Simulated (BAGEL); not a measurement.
# RI-MP2/ANO-RCC-MB (DKH2, density fitting with svp-jkfit, cc-pvtz-ri for correlation) run of AlF3 (SMILES [F][Al]([F])[F])

We compute a structure relaxation of AlF3. 

Program for the calculation: BAGEL 1.2.2.

12 further runs of the same task are left out: 4 that didn't finish, 8 set aside as unsound or not needed.

## 1. Starting point

The species is AlF3 (4 atoms), meant as a singlet with charge 0. As SMILES, `[F][Al]([F])[F]`. Geometry: a GFN2-xTB relaxation, a rough one for these elements and not checked as a minimum. The run starts from this shape.

Bond lengths: Al1–F2 1.631 Å, Al1–F3 1.631 Å, Al1–F4 1.631 Å. Angles: F2–Al1–F3 120.0°, F2–Al1–F4 120.0°, F3–Al1–F4 120.0°.

## 2. A structure relaxation at RI-MP2/ANO-RCC-MB (DKH2, density fitting with svp-jkfit, cc-pvtz-ri for correlation)

Input file input.json:

```json
{ "bagel": [

{
  "title": "molecule",
  "basis": "ano-rcc-mb.json",
  "df_basis": "svp-jkfit",
  "dkh": "true",
  "geometry": [
    { "atom": "Al", "xyz": [ -0.00037795, -0.00054802, -0.00238105 ] },
    { "atom": "F", "xyz": [  3.08184095, -0.05119268,  0.02549241 ] },
    { "atom": "F", "xyz": [ -1.49579382,  2.69473056, -0.03144504 ] },
    { "atom": "F", "xyz": [ -1.58566919, -2.64298986,  0.00831479 ] }
  ]
},
{
  "title": "optimize",
  "internal": "false",
  "maxiter": 40,
  "method": [
    { "title": "mp2", "ncore": 8, "aux_basis": "cc-pvtz-ri" }
  ]
}

]}
```

The basis set ANO-RCC-MB is read from a file made from the Basis Set Exchange's data (not shown).

On the command line:

```
$ BAGEL_NUM_THREADS=1 BAGEL input.json > input.out
```

Q: Predict the results. Wanted: total energy at the end.

Computed results:

At RI-MP2/ANO-RCC-MB (DKH2, density fitting with svp-jkfit, cc-pvtz-ri for correlation), 8 core orbitals frozen:

| quantity | value |
| --- | --- |
| total energy at the end | -541.08942 Eh |

At the final geometry: Bond lengths: Al1–F2 1.720 Å, Al1–F3 1.720 Å, Al1–F4 1.720 Å. Angles: F2–Al1–F3 120.0°, F2–Al1–F4 120.0°, F3–Al1–F4 120.0°. The optimisation took 5 steps and changed the energy by -0.317 eV.
